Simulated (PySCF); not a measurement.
# (F)3Sn-NH-SiH3: geometry, NMR shifts and electronic excitations

Aim: predict the NMR shifts and electronic excitations of (F)3Sn-NH-SiH3.

Programs: PySCF 2.14.0, with density-fitted response routines of our own. Each step states its level of theory. These are calculated values for one molecule in the gas phase, unless marked as measured. Atoms count from 0, in the outputs and in this text.

**1. Starting geometry**

10 atoms, charge 0, multiplicity 1; geometry from: GFN2-xTB. The atoms were then displaced at random by about 0.03 Å, so the start is not that level's minimum.

Bonds of the start (Å): Sn0–F1 2.01, Sn0–F2 1.96, Sn0–F3 2.03, Sn0–N4 1.90, N4–Si5 1.74, N4–H6 1.01, Si5–H7 1.43, Si5–H8 1.52, Si5–H9 1.47.

**2. Optimising the geometry at PBE0-D3(BJ)/def2-SVP**

What the job is given:

```
{"job": {"xc": "PBE0", "basis": "def2-SVP", "d3": "d3bj", "grid": 1, "maxiter": 40, "shake": 0.03, "kind": "geom"}, "charge": 0, "multiplicity": 1}
Sn    -0.590640     1.335260    -0.264890
F     -2.182280     0.911460    -1.408230
F     -1.509250     1.746470     1.417530
F      0.088450     3.113080    -0.970620
N      0.797840     0.035260    -0.203880
Si     0.535240    -1.544610     0.476320
H      1.372180     0.084620    -1.028970
H     -0.382170    -2.314700    -0.305680
H      0.107820    -1.325790     1.915840
H      1.887470    -2.117820     0.377000
```

Run with:

```sh
> OMP_NUM_THREADS=1 python probes_run.py task.json out
```

One launch serves the whole session: the jobs run in the order shown.

Standard output:

```text
step   0  E = -859.71348005  max force = 0.076023
step   1  E = -859.72886470  max force = 0.027333
step   2  E = -859.73038780  max force = 0.019480
step   3  E = -859.73246073  max force = 0.003137
step   4  E = -859.73272091  max force = 0.002175
step   5  E = -859.73298978  max force = 0.002291
step   6  E = -859.73317332  max force = 0.001859
step   7  E = -859.73342760  max force = 0.002149
step   8  E = -859.73365889  max force = 0.001218
step   9  E = -859.73392866  max force = 0.000967
step  10  E = -859.73406907  max force = 0.001200
step  11  E = -859.73412653  max force = 0.000969
step  12  E = -859.73416223  max force = 0.000593
step  13  E = -859.73418338  max force = 0.001054
step  14  E = -859.73419633  max force = 0.001132
step  15  E = -859.73421120  max force = 0.001370
step  16  E = -859.73423478  max force = 0.000746
step  17  E = -859.73424543  max force = 0.000420
optimisation converged
```

Wall time 5.1 min (1 thread of AMD EPYC, shared host); peak memory 0.5 GiB.

Along the way:

```
step  energy from step 0 (eV)  largest force component (eV/Å)
   0                   0.0000                          3.9093
   1                  -0.4186                          1.4055
   2                  -0.4601                          1.0017
   3                  -0.5165                          0.1613
   4                  -0.5236                          0.1118
   5                  -0.5309                          0.1178
   6                  -0.5359                          0.0956
   7                  -0.5428                          0.1105
   8                  -0.5491                          0.0626
   9                  -0.5564                          0.0497
  10                  -0.5603                          0.0617
  11                  -0.5618                          0.0498
  12                  -0.5628                          0.0305
  13                  -0.5634                          0.0542
  14                  -0.5637                          0.0582
  15                  -0.5641                          0.0704
  16                  -0.5648                          0.0384
  17                  -0.5651                          0.0216
```

Close pairs (by a distance rule), those that changed most:

```
  bond  before (Å)  after (Å)  change (Å)
Sn0–F3       2.030      1.915      -0.115
Sn0–F1       2.005      1.915      -0.090
Sn0–N4       1.903      1.980      +0.077
Si5–H7       1.430      1.493      +0.063
Sn0–F2       1.960      1.913      -0.048
Si5–H8       1.517      1.491      -0.027
Si5–H9       1.472      1.493      +0.021
N4–Si5       1.740      1.753      +0.013
```

The final coordinates are the input of the step that follows.

```
                         at the end point                value
  point group (found at 0.08 Å tolerance)                   C1
rotational constants (GHz, main isotopes)  2.699, 1.029, 1.008
                        dipole moment (D)                 3.57
```

**3. Nuclear shieldings: PBE0/def2-TZVP+pcSseg-1**

What the job is given:

```
{"job": {"kind": "nmr", "xc": "PBE0", "basis": {"default": "pcSseg-1", "Sn": "def2-TZVP"}}, "charge": 0, "multiplicity": 1}
Sn    -0.583889     1.451907    -0.363515
F     -2.266419     1.232098    -1.250469
F     -1.049851     1.906755     1.434754
F      0.242002     2.962210    -1.202076
N      0.620931    -0.117537    -0.442914
Si     0.494748    -1.569133     0.531422
H      1.349299    -0.035893    -1.148252
H      0.325505    -2.779508    -0.326201
H     -0.711017    -1.368638     1.384827
H      1.703352    -1.759031     1.386845
```

Method: GIAO PBE0/pcSseg-1 Sn:def2-TZVP NMR shielding, scalar relativity only through core potentials, gas phase.

Standard output:

```text
coarse grid: 45352 points
cycle   1  E = -857.3866721849  dE = -3.416e+01  |g| = 2.971e+00  |ddm| = 3.102e+01
cycle   2  E = -799.0505952429  dE =  5.834e+01  |g| = 1.268e+01  |ddm| = 3.863e+01
cycle   3  E = -859.7085774269  dE = -6.066e+01  |g| = 1.453e+00  |ddm| = 3.753e+01
cycle   4  E = -859.8358123337  dE = -1.272e-01  |g| = 1.232e+00  |ddm| = 2.042e+00
cycle   5  E = -860.0891868538  dE = -2.534e-01  |g| = 1.918e-01  |ddm| = 8.513e-01
cycle   6  E = -860.1015194605  dE = -1.233e-02  |g| = 7.367e-02  |ddm| = 3.375e-01
cycle   7  E = -860.1022981887  dE = -7.787e-04  |g| = 4.160e-02  |ddm| = 9.229e-02
cycle   8  E = -860.1025345892  dE = -2.364e-04  |g| = 1.436e-02  |ddm| = 3.001e-02
cycle   9  E = -860.1025670646  dE = -3.248e-05  |g| = 1.827e-03  |ddm| = 9.071e-03
cycle  10  E = -860.1025674714  dE = -4.069e-07  |g| = 1.084e-03  |ddm| = 2.355e-03
final grid: 93264 points
cycle  11  E = -860.1024275950  dE = -2.939e-08  |g| = 1.773e-03  |ddm| = 2.347e-03
cycle  12  E = -860.1024263313  dE =  1.264e-06  |g| = 3.048e-03  |ddm| = 3.555e-03
cycle  13  E = -860.1024282322  dE = -1.901e-06  |g| = 1.664e-04  |ddm| = 2.232e-03
cycle  14  E = -860.1024282361  dE = -3.930e-09  |g| = 3.646e-05  |ddm| = 1.212e-04
cycle  15  E = -860.1024282363  dE = -1.974e-10  |g| = 4.505e-06  |ddm| = 2.531e-05
converged SCF energy = -860.1024282363

GIAO shielding tensors (ppm)
atom      isotropic    diamagn.    paramagn.     s11        s22        s33       span
  0 Sn         nan         nan         nan        nan        nan        nan        nan
  1 F      335.378     473.063    -137.685    272.101    293.173    440.860    168.759
  2 F      349.036     473.072    -124.035    281.118    326.073    439.918    158.800
  3 F      343.488     472.143    -128.654    278.285    308.002    444.179    165.894
  4 N      253.627     325.388     -71.761    225.427    244.340    291.115     65.687
  5 Si     391.277     878.525    -487.248    344.037    370.992    458.803    114.766
  6 H       30.914      31.036      -0.122     20.779     27.745     44.218     23.439
  7 H       26.290      27.938      -1.648     22.385     24.281     32.203      9.817
  8 H       26.489      29.336      -2.846     22.152     26.092     31.224      9.072
  9 H       26.305      27.927      -1.622     22.389     24.253     32.273      9.884
```

It took 59 s on 1 thread of AMD EPYC, shared host; peak memory 1 GiB.

The references, computed at this level on geometries of the same kind, shield at (ppm): 1H TMS 31.27, 29Si TMS 352.0, 19F CFCl3 177.2, 15N NH3 265.7. Their shielding less the atom's gives the shift. The references are single molecules in the gas phase, so shifts against H2O, NH3, PH3, H3PO4 or CFCl3 are not on the usual liquid scales and can be off by tens of ppm. Atoms listed in one row are averaged.

```
     atoms                              environment  σ (ppm)  δ (ppm)
H7, H8, H9        hydrogen on a silicon bonded to N    26.36     4.91
        H6  hydrogen on a nitrogen bonded to Si, Sn    30.91     0.35
F1, F2, F3                    fluorine bonded to Sn    342.6   -165.4
        N4             nitrogen bonded to Si, Sn, H    253.6     12.0
       Si5                 silicon bonded to N, 3 H    391.3    -39.3
```

Atoms past Kr carry core potentials, so their printed shieldings have no meaning and are left out of the table.

Charges from the same density, by scheme (e):

```
     atoms  Mulliken  ESP fit
       Sn0      1.54     1.34
F1, F2, F3     -0.44    -0.37
        N4     -0.82    -0.92
       Si5      0.63     0.59
```

Mayer bond orders: Sn0–F1 0.90, Sn0–F2 0.89, Sn0–F3 0.89, Sn0–N4 0.98, N4–Si5 0.89.

With diffuse functions Mulliken charges and Mayer bond orders lose their meaning; the other schemes are steadier.

Orbitals, density, ELF and potential are computed afterwards from the orbital file.

Frontier orbitals at PBE0/def2-TZVP+pcSseg-1, with the share of their density that lies nearest to each atom:

```
orbital  energy (eV)                                        lies on
   HOMO        -8.60        N4 59 %; H7, H9 about 13 % each; H6 7 %
   LUMO        -2.77  Sn0 34 %; F1, F2, F3 about 14 % each; N4 12 %
```

ELF in a plane through or near 5 of the atoms.

Ten even steps from '0' (0.00) to '9' (1.00):
```
0000000000000000000000000000
0000000000000000000000000000
0000000000000000000000000000
0000000000001110000000000000
0000000000028983000011000000
0000000000059996001366420000
0000000000049995002578730000
0000001221256566211478741000
0000002420285647233156630000
0000013315448674467512210000
0000002238815442535610000000
0000001101242011355310000000
0000000278997000111100000000
0000000499999200122100000000
0000000499999200122200000000
0000000189998000011000000000
0000000013551000000000000000
0000000000000000000000000000
0000000000000000000000000000
0000000000000000000000000000
```
The map spans 11.0 Å across and 8.7 Å up, centred on the molecule. Atoms in the plane (x, y in Å): Sn0 (1.6, -0.1), N4 (-0.2, 0.7), Si5 (-1.7, -0.1), H6 (-0.2, 1.8), H8 (-1.3, -1.6).

log10 of the density (e/Å³) in the same plane.

Ten even steps from ' ' (-4.0) to '@' (2.2):
```
                                                        
                                                        
                                                        
                      ..::::::::..  ....::::..          
              ......::--======--::::::--------::..      
        ....::::::::--==++**++==----====++++====::..    
      ....::--------==++******++======++****++==--::    
      ..::----======++++**##****++++++++**##**==--::    
    ....::--==++++++++**##@@##**************++==--::    
    ....::--==++**####**********##%%%%##++++==--::..    
    ....::--==++##@@%%**++++++++##%%%%##++==--::..      
      ..::--==++++****++++====++**####**++==--::..      
      ..::::--==++******++======++++++++==--::..        
        ..::--==++++****++==----==++++====--::..        
          ..::--==++++++==------========--::..          
          ....::----====--::::::--------::..            
            ....::::--::::........::::::..              
              ..............                            
                                                        
                                                        
```
The map spans 11.0 Å across and 8.7 Å up, centred on the molecule. Atoms in the plane (x, y in Å): Sn0 (1.6, -0.1), N4 (-0.2, 0.7), Si5 (-1.7, -0.1), H6 (-0.2, 1.8), H8 (-1.3, -1.6).

On the surface of density 0.002 e/bohr³ the electrostatic potential runs, from the 1st to the 99th percentile, from -1.07 V near F1 to 2.70 V near Sn0.

**4. TDDFT and polarisability: CAM-B3LYP/def2-SVPD**

Settings changed since step 3:

```diff
@@ -1,2 +1,2 @@
-{"job": {"kind": "nmr", "xc": "PBE0", "basis": {"default": "pcSseg-1", "Sn": "def2-TZVP"}}, "charge": 0, "multiplicity": 1}
+{"job": {"kind": "uv", "xc": "CAM-B3LYP", "basis": "def2-SVPD", "ip": true, "nstates": 10}, "charge": 0, "multiplicity": 1}
 Sn    -0.583889     1.451907    -0.363515
```

Method: TDDFT CAM-B3LYP/def2-SVPD, vertical, gas phase, core orbitals frozen in the response.

Standard output:

```text
coarse grid: 45352 points
cycle   1  E = -857.3126983317  dE = -2.094e+01  |g| = 2.871e+00  |ddm| = 1.442e+01
cycle   2  E = -781.4372413056  dE =  7.588e+01  |g| = 1.090e+01  |ddm| = 1.533e+02
cycle   3  E = -859.7172909302  dE = -7.828e+01  |g| = 1.496e+00  |ddm| = 1.561e+02
cycle   4  E = -859.9394686760  dE = -2.222e-01  |g| = 1.114e+00  |ddm| = 2.589e+00
cycle   5  E = -860.1364034903  dE = -1.969e-01  |g| = 1.314e-01  |ddm| = 7.856e-01
cycle   6  E = -860.1399897604  dE = -3.586e-03  |g| = 7.665e-02  |ddm| = 1.856e-01
cycle   7  E = -860.1412807175  dE = -1.291e-03  |g| = 2.571e-02  |ddm| = 1.211e-01
cycle   8  E = -860.1414293570  dE = -1.486e-04  |g| = 4.476e-03  |ddm| = 3.387e-02
cycle   9  E = -860.1414345707  dE = -5.214e-06  |g| = 1.053e-03  |ddm| = 7.929e-03
final grid: 93264 points
cycle  10  E = -860.1410700404  dE = -2.856e-07  |g| = 1.516e-03  |ddm| = 4.215e-03
cycle  11  E = -860.1410696303  dE =  4.101e-07  |g| = 2.235e-03  |ddm| = 2.700e-03
cycle  12  E = -860.1410704347  dE = -8.044e-07  |g| = 7.696e-05  |ddm| = 1.494e-03
cycle  13  E = -860.1410704364  dE = -1.696e-09  |g| = 3.951e-05  |ddm| = 1.600e-04
cycle  14  E = -860.1410704369  dE = -4.770e-10  |g| = 1.817e-05  |ddm| = 7.362e-05
converged SCF energy = -860.1410704369

Static polarisability (au): isotropic 67.904, principal 61.502 62.130 80.080

Singlet excitations
state   eV       nm        f      main configurations
  1   4.7613    260.4   0.01492   H->L 0.94
  2   6.9269    179.0   0.05223   H-1->L 0.89
  3   7.2297    171.5   0.00004   H->L+1 0.67, H-2->L 0.17
  4   7.3273    169.2   0.00224   H-4->L 0.84
  5   7.4629    166.1   0.02777   H-5->L 0.50, H-7->L 0.17
  6   7.4870    165.6   0.13433   H-3->L 0.59, H-5->L 0.10
  7   7.5483    164.3   0.02250   H-6->L 0.45, H-8->L 0.27, H-3->L 0.12
  8   7.6698    161.7   0.01369   H->L+2 0.36, H-6->L 0.13, H-2->L 0.10
  9   7.7155    160.7   0.02577   H-7->L 0.44, H-8->L 0.15, H-2->L 0.13
 10   7.7240    160.5   0.02925   H-8->L 0.33, H->L+2 0.16, H-6->L 0.15

Triplet excitations (Tamm-Dancoff, eV): 4.2616 6.2891 6.8782 6.9088
Vertical ionisation energy (delta-SCF) = 10.8282 eV
Vertical electron affinity (delta-SCF) = 1.0856 eV
```

It took 2.8 min on 1 thread of AMD EPYC, shared host; peak memory 0.96 GiB.

Frontier orbitals and where they lie:

```
orbital      eV                        atoms
 HOMO−3  -12.82   N4 28 %, F3 16 %, Si5 14 %
 HOMO−2  -12.34   Si5 34 %, N4 22 %, H9 18 %
 HOMO−1  -11.67   Si5 36 %, H8 28 %, H7 11 %
   HOMO  -10.10    N4 55 %, Si5 16 %, H9 9 %
   LUMO   -1.88   Sn0 38 %, N4 15 %, F1 13 %
 LUMO+1    0.65  Si5 33 %, Sn0 14 %, H6 10 %
 LUMO+2    0.98  Sn0 25 %, Si5 19 %, N4 10 %
```

With each of the 10 states as a Gaussian band of 0.4 eV half-width at 1/e, the curve within the window shown has maxima at 261 nm (ε 600), 165 nm (ε 9,900) L/(mol cm). Beyond the last state computed it falls off for lack of states. The curve at chosen wavelengths:

(nm, ε (L/mol/cm)): (155, 2785), (161, 8159), (166, 9875), (172, 6805), (178, 3736), (184, 2044), (189, 1028), (195, 316), (201, 67), (206, 14), (212, 2), (218, 3), (224, 13), (229, 38), (235, 108), (241, 229), (247, 385), (252, 506), (258, 593), (264, 592), (269, 531), (275, 415), (281, 292), (287, 186), (292, 120), (298, 67)

Leading natural transition orbitals of singlet state 6: the hole lies on F1 41 %; F2 27 %; H8 11 %; the particle on Sn0 34 %; F1, F2 about 17 % each; F3 12 %.

Leading natural transition orbitals of singlet state 1: the hole lies on N4 69 %; H6, H7, H9 about 8 % each; the particle on Sn0 33 %; N4 15 %; F1, F2, F3 about 13 % each.

Ground-state properties from the same run:

```
           property  computed
  dipole moment (D)      3.84
polarisability (Å³)     10.06
 HOMO–LUMO gap (eV)      8.22
      −ε(HOMO) (eV)     10.10
```

**5. NMR shieldings: wB97X-D/def2-TZVP+pcSseg-1**

Settings changed since step 4:

```diff
@@ -1,2 +1,2 @@
-{"job": {"kind": "uv", "xc": "CAM-B3LYP", "basis": "def2-SVPD", "ip": true, "nstates": 10}, "charge": 0, "multiplicity": 1}
+{"job": {"kind": "nmr", "xc": "wB97X-D", "basis": {"default": "pcSseg-1", "Sn": "def2-TZVP"}, "pop": false}, "charge": 0, "multiplicity": 1}
 Sn    -0.583889     1.451907    -0.363515
```

Level: GIAO wB97X-D/pcSseg-1 Sn:def2-TZVP NMR shielding, scalar relativity only through core potentials, gas phase.

Standard output:

```text
coarse grid: 45352 points
cycle   1  E = -858.2027211818  dE = -3.475e+01  |g| = 2.730e+00  |ddm| = 3.105e+01
cycle   2  E = -828.2015199221  dE =  3.000e+01  |g| = 9.527e+00  |ddm| = 2.021e+01
cycle   3  E = -860.2034211966  dE = -3.200e+01  |g| = 1.432e+00  |ddm| = 1.841e+01
cycle   4  E = -860.4285057194  dE = -2.251e-01  |g| = 8.497e-01  |ddm| = 1.590e+00
cycle   5  E = -860.5288424816  dE = -1.003e-01  |g| = 1.569e-01  |ddm| = 4.004e-01
cycle   6  E = -860.5366189099  dE = -7.776e-03  |g| = 6.398e-02  |ddm| = 2.063e-01
cycle   7  E = -860.5375956239  dE = -9.767e-04  |g| = 2.674e-02  |ddm| = 9.321e-02
cycle   8  E = -860.5377245470  dE = -1.289e-04  |g| = 9.904e-03  |ddm| = 2.374e-02
cycle   9  E = -860.5377435125  dE = -1.897e-05  |g| = 1.989e-03  |ddm| = 9.993e-03
cycle  10  E = -860.5377449862  dE = -1.474e-06  |g| = 1.165e-03  |ddm| = 4.147e-03
final grid: 93264 points
cycle  11  E = -860.5344849204  dE = -1.060e-05  |g| = 2.410e-03  |ddm| = 1.662e-02
cycle  12  E = -860.5344846374  dE =  2.830e-07  |g| = 2.786e-03  |ddm| = 3.577e-03
cycle  13  E = -860.5344857684  dE = -1.131e-06  |g| = 3.232e-04  |ddm| = 1.689e-03
cycle  14  E = -860.5344857844  dE = -1.602e-08  |g| = 5.104e-05  |ddm| = 2.847e-04
cycle  15  E = -860.5344857860  dE = -1.628e-09  |g| = 1.433e-05  |ddm| = 1.185e-04
cycle  16  E = -860.5344857862  dE = -1.457e-10  |g| = 8.917e-06  |ddm| = 4.109e-05
converged SCF energy = -860.5344857862

GIAO shielding tensors (ppm)
atom      isotropic    diamagn.    paramagn.     s11        s22        s33       span
  0 Sn         nan         nan         nan        nan        nan        nan        nan
  1 F      343.435     473.405    -129.971    283.180    305.205    441.919    158.738
  2 F      355.882     473.405    -117.523    292.001    334.740    440.906    148.905
  3 F      351.702     472.467    -120.765    290.319    319.494    445.292    154.973
  4 N      255.817     325.602     -69.785    227.314    249.078    291.057     63.743
  5 Si     392.652     878.300    -485.648    346.938    373.512    457.508    110.569
  6 H       31.049      30.991       0.059     20.908     27.869     44.371     23.463
  7 H       26.511      28.079      -1.567     22.646     24.491     32.397      9.752
  8 H       26.681      29.518      -2.838     22.329     26.317     31.396      9.066
  9 H       26.526      28.069      -1.544     22.648     24.465     32.464      9.817
```

Run time: 46 s. Hardware: 1 thread of AMD EPYC, shared host; peak memory 0.94 GiB.

In short: δ F1 -163.2, N4 8.2, Si5 -39.7, H7 4.81, H6 0.33 ppm (means over like atoms).

**6. Side by side: NMR shifts**

Shifts (ppm), means over like atoms, with basis size and wall time:

```
                       run    H7    H6      F1    N4    Si5  functions  time
   PBE0/def2-TZVP+pcSseg-1  4.91  0.35  -165.4  12.0  -39.3        162  59 s
wB97X-D/def2-TZVP+pcSseg-1  4.81  0.33  -163.2   8.2  -39.7        162  46 s
```

**7. Summary of results**

| quantity | value |
| --- | --- |
| point group | C1 |
| rotational constants (main isotopes) | 2.70, 1.03, 1.01 GHz |
| 1H shifts against TMS (PBE0/def2-TZVP+pcSseg-1, means over atoms taken as alike) | 4.91, 0.35 ppm |
| 19F shifts against CFCl3 (PBE0/def2-TZVP+pcSseg-1, means over atoms taken as alike) | -165.4 ppm |
| 15N shifts against NH3 (PBE0/def2-TZVP+pcSseg-1) | 12.0 ppm |
| 29Si shifts against TMS (PBE0/def2-TZVP+pcSseg-1) | -39.3 ppm |
| surface potential, 1st and 99th percentile | -1.07 V and 2.70 V |
| lowest singlet (CAM-B3LYP/def2-SVPD) | 4.76 eV (260 nm), f = 0.015 |
| brightest single state of those computed | state 6, 7.49 eV, f = 0.134 |
| lowest triplet | 4.26 eV |
| vertical ionisation energy (ΔSCF) | 10.83 eV |
| vertical electron affinity (ΔSCF) | 1.09 eV |
| range of the shift of N4 | 8.2 to 12.0 ppm |

In words: The start was shaken at random, so part of the energy gained undoes that. The optimisation took 17 steps and gained 0.565 eV; among the close pairs (by a distance rule), Sn0–F3 changed most, from 2.030 to 1.915 Å. At PBE0/def2-TZVP+pcSseg-1: The largest span, 164 ppm, is at F1, F2, F3, where the paramagnetic term is -130 ppm. At PBE0/def2-TZVP+pcSseg-1, counted by nearest atom on the grid, the HOMO lies on N4 59 %; H7, H9 about 13 % each, the LUMO on Sn0 34 %; F1, F2, F3 about 14 % each. The first singlet state (HOMO→LUMO 0.94) lies at 4.76 eV and is weak; of the 10 states computed, the strongest absorption comes from states 5 to 6 together at 7.49 eV. The lowest triplet lies 0.50 eV below the lowest singlet (triplets in Tamm-Dancoff, singlets in full TDDFT). Spin-orbit coupling, left out, mixes singlets and triplets in elements this heavy. ΔSCF puts the ionisation energy at 10.83 eV, 0.73 eV above −ε(HOMO). In ppm, N4 moves most: its shift spreads over 3.9 ppm, from 8.2 (wB97X-D/def2-TZVP+pcSseg-1) to 12.0 (PBE0/def2-TZVP+pcSseg-1). Part of that comes from the computed reference. Spin-orbit coupling is left out, which matters for shieldings and couplings at and beside the heavy atoms.
